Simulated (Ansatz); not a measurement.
Turn this script for the Python package of Ansatz (0.2.0) into the input file that the command-line program reads.

`deck.py`:
```python
"""Y2Ge3 from an input typed as a mapping."""

import logging
import sys
import warnings

import ansatz as az

logging.basicConfig(stream=sys.stdout, format="%(levelname)s %(message)s")
log = logging.getLogger("calc")
log.setLevel(logging.INFO)

warnings.simplefilter("ignore", az.DeckWarning)

deck = {
    "crystal": {
        "lattice": [[4.392426, 0.0, 0.0], [-2.196213, 3.803953, 0.0], [0.0, 0.0, 7.107295]],
        "atoms": [
            {"symbol": "Y", "position": [0.0, 0.0, 0.729929]},
            {"symbol": "Y", "position": [0.0, 0.0, 0.270071]},
            {"symbol": "Ge", "position": [0.333333, 0.666667, 0.0]},
            {"symbol": "Ge", "position": [0.666667, 0.333333, 0.5]},
            {"symbol": "Ge", "position": [0.666667, 0.333333, 0.0]},
        ],
    },
    "kpoints": {"mp_grid": {"kspacing": 0.3}},
    "hamiltonian": {"xc": "pbesol"},
    "scf": {"occupations": {"method": "fermi_dirac", "width": 0.1}},
    "basis": {"ecutwfc": "18 Ha"},
    "output": {"forces": True},
}

result = az.Session.from_dict(deck).plan(threads=1).execute()
data = result.report

for key in ("converged", "n_iterations", "n_electrons", "n_kpoints", "n_pw", "n_symmetry_ops", "free_energy_ev", "fermi_energy_ev"):
    log.info(f"{key:18s} {data[key]}")

# forces in eV per angstrom
log.info("forces (eV/A)")
for site, force in zip(result.lattice.sites, data["forces_ev_ang"]):
    log.info(f"  {site.symbol:2s} {force[0]:9.4f} {force[1]:9.4f} {force[2]:9.4f}")
```

```console
$ python deck.py
INFO converged          True
INFO n_iterations       9
INFO n_electrons        64.0
INFO n_kpoints          14
INFO n_pw               2875
INFO n_symmetry_ops     12
INFO free_energy_ev     -20353.389454541342
INFO fermi_energy_ev    10.032858925415324
INFO forces (eV/A)
INFO   Y     0.0000   -0.0000    0.1988
INFO   Y     0.0000   -0.0000   -0.1988
INFO   Ge    0.0000   -0.0000    0.0000
INFO   Ge    0.0000   -0.0000    0.0000
INFO   Ge    0.0000    0.0000   -0.0000
```

`input.yaml`:
```yaml
crystal:
  lattice:
    - [4.392426, 0.0, 0.0]
    - [-2.196213, 3.803953, 0.0]
    - [0.0, 0.0, 7.107295]
  atoms:
    - { symbol: "Y", position: [0.0, 0.0, 0.729929] }
    - { symbol: "Y", position: [0.0, 0.0, 0.270071] }
    - { symbol: Ge, position: [0.333333, 0.666667, 0.0] }
    - { symbol: Ge, position: [0.666667, 0.333333, 0.5] }
    - { symbol: Ge, position: [0.666667, 0.333333, 0.0] }
kpoints:
  mp_grid:
    kspacing: 0.3
hamiltonian:
  xc: pbesol
scf:
  occupations:
    method: fermi_dirac
    width: 0.1
basis:
  ecutwfc: "18 Ha"
output:
  forces: true
```

What to keep in mind:
- Total energies depend on the potentials; only differences at equal settings carry meaning. A total without «per atom» is that of the cell as typed.
- The mesh is modest for a metal, so energies can be off by several to tens of meV an atom and pressures by half a GPa or more; differences at equal mesh fare better.
- Only differences from the Fermi energy are physical; the zero of the scale is a convention.
- The structure comes from a database of computed cells and needn't be a stable or known phase.
- It ran for 3.5 s on 1 thread of Intel(R) Xeon(R) 6975P-C (Granite Rapids), on a shared host, peak memory 0.44 GiB.

(Lines on the test bed's own set-up are left out of the output.)
